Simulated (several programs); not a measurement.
# NaScSe2 (ordering on rocksalt) from semi-empirical methods to plane-wave DFT

NaScSe2 as one 4-atom ordering (P4/mmm) on the rocksalt lattice, relaxed with r2SCAN in Ansatz, was computed with several methods. Space group P4/mmm (No. 123), tetragonal; a = 4.005 Å, c = 5.428 Å in the conventional setting, 21.76 Å³ an atom. Na has 6 Se at 2.71–2.83 Å; Se has 2 Na at 2.71 Å and 4 Sc at 2.83 Å; Sc has 6 Se at 2.71–2.83 Å; Se has 2 Sc at 2.71 Å and 4 Na at 2.83 Å. All values are calculated for a non-magnetic cell, which may be hypothetical.

```
Na Se Sc
1.0
     4.00461    0.00000    0.00000
     0.00000    4.00461    0.00000
     0.00000    0.00000    5.42757
Na Se Sc
1 2 1
Direct
  0.00000 0.00000 0.00000
  0.00000 0.00000 0.50000
  0.50000 0.50000 0.00000
  0.50000 0.50000 0.50000
```

Gaps and times are for a single point on this cell; volume and bulk modulus come from each method's own relaxation or energy curve at fixed shape, which is too stiff where a cell has free coordinates or axes. Times are rough, from shared hosts (Arm Neoverse V1; Arm Neoverse V2), and each method has its own mesh and cell size. A double dagger marks a value from a curve with shape and coordinates held. PM6 (MOPAC), PM7 (MOPAC), GFN1-xTB (tblite), GFN2-xTB (tblite) treat a cluster of cells at its zone centre, which samples few k points: where these miss a band edge, the gap comes out too large for that reason alone. Gaps from k meshes are read at a limited set of points (mesh, symmetry points, PBE's band edges), so each method's own least gap may be somewhat smaller. xTB and the PM methods were fitted mostly to molecules, and can miss a solid's gap by electronvolts. Minimal bases can be far off for gaps. Times of the plane-wave ladder aren't listed, since it ran on unlike processors and cards. d marks a direct gap, i an indirect one (no mark: not told apart), a dash a value that wasn't computed or didn't pass its checks.

```json
{"method": "PBEsol", "kind": "semilocal", "gap (eV)": "–", "own volume (Å³/atom)": "21.16", "bulk modulus (GPa)": "–", "atoms computed": "4", "processor time": "–"}
{"method": "light PBE (260 eV and a coarse mesh)", "kind": "light plane-wave", "gap (eV)": "0.01", "own volume (Å³/atom)": "–", "bulk modulus (GPa)": "–", "atoms computed": "4", "processor time": "1.2 s"}
{"method": "PBE", "kind": "semilocal", "gap (eV)": "overlap 0.05", "own volume (Å³/atom)": "22.12", "bulk modulus (GPa)": "58‡", "atoms computed": "4", "processor time": "–"}
{"method": "GFN2-xTB (tblite)", "kind": "tight binding", "gap (eV)": "2.13", "own volume (Å³/atom)": "21.97‡", "bulk modulus (GPa)": "55‡", "atoms computed": "cluster", "processor time": "6.8 s"}
{"method": "GFN1-xTB (tblite)", "kind": "tight binding", "gap (eV)": "0", "own volume (Å³/atom)": "20.47‡", "bulk modulus (GPa)": "43‡", "atoms computed": "cluster", "processor time": "8.8 s"}
{"method": "LDA", "kind": "semilocal", "gap (eV)": "overlap 0.13", "own volume (Å³/atom)": "20.35", "bulk modulus (GPa)": "–", "atoms computed": "4", "processor time": "–"}
{"method": "PBE/SZV (CP2K)", "kind": "small basis", "gap (eV)": "overlap 0.11", "own volume (Å³/atom)": "–", "bulk modulus (GPa)": "–", "atoms computed": "4", "processor time": "11 s"}
{"method": "r2SCAN", "kind": "semilocal", "gap (eV)": "0.18 d", "own volume (Å³/atom)": "21.76", "bulk modulus (GPa)": "64‡", "atoms computed": "4", "processor time": "–"}
{"method": "PM7 (MOPAC)", "kind": "semi-empirical", "gap (eV)": "4.55", "own volume (Å³/atom)": "–", "bulk modulus (GPa)": "–", "atoms computed": "cluster", "processor time": "15 s"}
{"method": "PBE/DZVP (CP2K)", "kind": "small basis", "gap (eV)": "overlap 0.06", "own volume (Å³/atom)": "–", "bulk modulus (GPa)": "–", "atoms computed": "4", "processor time": "23 s"}
{"method": "PM6 (MOPAC)", "kind": "semi-empirical", "gap (eV)": "2.67", "own volume (Å³/atom)": "–", "bulk modulus (GPa)": "–", "atoms computed": "cluster", "processor time": "30 s"}
{"method": "PBE/single zeta (GPAW)", "kind": "small basis", "gap (eV)": "0.05 d", "own volume (Å³/atom)": "–", "bulk modulus (GPa)": "–", "atoms computed": "4", "processor time": "49 s"}
{"method": "PBE+SOC", "kind": "semilocal", "gap (eV)": "overlap 0.05", "own volume (Å³/atom)": "–", "bulk modulus (GPa)": "–", "atoms computed": "4", "processor time": "–"}
{"method": "HSE06", "kind": "hybrid", "gap (eV)": "0.66 d", "own volume (Å³/atom)": "21.74", "bulk modulus (GPa)": "–", "atoms computed": "4", "processor time": "–"}
{"method": "PBE0", "kind": "hybrid", "gap (eV)": "1.32 d", "own volume (Å³/atom)": "–", "bulk modulus (GPa)": "–", "atoms computed": "4", "processor time": "–"}
```

Against HSE06 (0.66 eV) and with closed or daggered gaps left aside, the nearest gap at the points sampled is that of r2SCAN (-0.48 eV) and the farthest that of PM7 (MOPAC) (+3.89 eV). HSE06 is only a yardstick of convenience, and nearness to it can be luck.

Volumes against r2SCAN's: PBEsol -2.8 %, PBE +1.7 %, LDA -6.5 %, HSE06 -0.1 %.

With PBE the bands overlap or touch, or nearly. Semilocal functionals can close a real gap, so this doesn't show a metal; small gaps of other methods may in turn close between the points read or with spin-orbit coupling, and the solid may be a semimetal.

Only the rows marked +SOC include spin-orbit coupling.
